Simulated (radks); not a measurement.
**Yb in [Xe] 4f14 6s2: an all-electron calculation**

The task here is to estimate one member of a computed series from the others.

Program: radks (a radial shooting solver on a logarithmic mesh, Libxc functionals) version 1. Level of theory: scalar-relativistic Kohn-Sham, PBE, spin-polarised, spherical densities, finite nucleus. These are calculated values, not measurements, unless marked.

### What is computed

* element: ytterbium (Z = 70)
* charge: 0
* electrons: 70
* configuration: [Xe] 4f14 6s2
* nuclear rms radius: 5.3108 fm

The outer shells:

Yb
```
[Xe] core
4f [↑↓][↑↓][↑↓][↑↓][↑↓][↑↓][↑↓]
6s [↑↓]
```

The first run:

Input:

```text
Z 70
configuration [Xe] 4f14 6s2
relativity scalar-relativistic
functional pbe,pbe
spin polarised
nucleus finite rms 5.3108 fm
c 137.035999084
```

One of the session's tables, all rows but one given; the rest of the session is left out.

It belongs to the step «Orbitals and density». Sizes of the orbitals, from the radial functions (bohr):

```
level      <r>  outermost maximum (interpolated)  90 % within  nodes
   1s  0.01966                            0.0124       0.0357      0
   2s  0.08334                            0.0706        0.129      1
   2p  0.07415                            0.0576        0.121      0
   3s        ?                                 ?            ?      ?
   3p   0.2162                             0.197        0.323      1
   3d   0.1961                             0.160        0.305      0
   4s   0.4879                             0.455        0.701      3
   4p   0.5182                             0.476        0.754      2
   4d   0.5600                             0.491        0.842      1
   5s    1.208                              1.07         1.75      4
   5p    1.451                              1.23         2.15      3
   6s    3.926                              3.28         5.87      5
   4f   0.7914                             0.483         1.39      0
```

**Question.** Estimate the row for 3s.

As computed: <r>: 0.2167; outermost maximum (interpolated): 0.199; 90 % within: 0.318; nodes: 2. In the column «<r>» it lies between 3p (0.2162) and 4s (0.4879).
